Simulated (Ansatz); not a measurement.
# GaBHS (doublet): the correlation ladder, cc-pVDZ

How much of the correlation energy of GaBHS (doublet) does each wave-function method recover here?

Method: cc-pVDZ, core rule «outside noble gas», up to 20 orbitals frozen; program: Ansatz 0.2.0, Gaussian basis.

The runs, in order: UHF; CCSD(T) on ROHF; CCSD(T) on UHF; BCCD(T) on ROHF; CISD; CCSDT(Q) on ROHF; CCSDT(Q) on UHF; CASSCF and MRCISD+Q, 9 electrons in 9 orbitals; CASSCF and NEVPT2, 9 electrons in 9 orbitals.

28 further runs of the same task are left out: 3 for a known fault of the program, 8 that didn't finish, 17 set aside as unsound or not needed.

**1. The geometry**

The geometry is a PBE0/def2-TZVP stationary point (not a proven minimum). No spin-orbit coupling is included. The filled d shell of Ga may be among the frozen orbitals whatever the setting's name suggests; the logs give the count.

4 atoms, charge 0, spin multiplicity 2.

Atoms are counted from 1 here; the program's logs count them from 0.

Bond lengths: B1–Ga2 2.008 Å, B1–H4 1.186 Å, Ga2–S3 2.014 Å. Angles: Ga2–B1–H4 145.7°, B1–Ga2–S3 174.3°.

**2. UHF**

in.yaml reads:

```yaml
crystal:
  periodic: [false, false, false]
  atoms:
    - {symbol: B, position_ang: [0.000003, -0.225787, 1.245205]}
    - {symbol: Ga, position_ang: [-0.000047, -0.052629, -0.755042]}
    - {symbol: S, position_ang: [-0.000012, -0.077517, -2.768972]}
    - {symbol: H, position_ang: [0.000056, 0.355934, 2.278809]}
basis:
  gaussian: {orbitals: cc-pVDZ}
magnetization: {spin_polarized: true, initial_magnetization: 1}
hamiltonian: {xc: hf}
output: {orbitals: {seedname: orbitals}}
```

Launch:

```console
> ansatz run in.yaml --threads 1 --pin off --events-out ev --progress --plain --max-ram 2393MiB
```

After this run come: CCSD(T) on ROHF; CCSD(T) on UHF; BCCD(T) on ROHF; CISD; CCSDT(Q) on ROHF; CCSDT(Q) on UHF; CASSCF and MRCISD+Q, 9 electrons in 9 orbitals; CASSCF and NEVPT2, 9 electrons in 9 orbitals.

**Question.** What will the summary of the whole plan be? Wanted: UCCSDT(Q) from the RHF energy; RMP2 from UCCSDT(Q); UMP2 from UCCSDT(Q); RCCSD from UCCSDT(Q); RCCSD(T) from UCCSDT(Q); UCCSD(T) from UCCSDT(Q); RCCSDT(Q) from UCCSDT(Q); MRCISD+Q frontier from UCCSDT(Q); T1 diagnostic.

The runs gave:

| quantity | value |
| --- | --- |
| UCCSDT(Q) from the ROHF energy | -7.7145 eV |
| RMP2 from UCCSDT(Q) | +124.6 kJ/mol |
| UMP2 from UCCSDT(Q) | +124.4 kJ/mol |
| RCCSD from UCCSDT(Q) | +38.4 kJ/mol |
| RCCSD(T) from UCCSDT(Q) | +8.0 kJ/mol |
| UCCSD(T) from UCCSDT(Q) | +8.0 kJ/mol |
| RCCSDT(Q) from UCCSDT(Q) | +1.4 kJ/mol |
| MRCISD+Q frontier from UCCSDT(Q) | +12.2 kJ/mol |
| levels within 1 kcal/mol (43 meV) | RCCSDT, UCCSDT, RCCSDT(Q) |
| T1 diagnostic | 0.034 |

RCCSD(T) lands +8.0 kJ/mol from the yardstick (1.1 % of the correlation energy). These misses are within one basis, not against nature; the frozen cores of restricted and unrestricted runs differ, which can shift their rows.
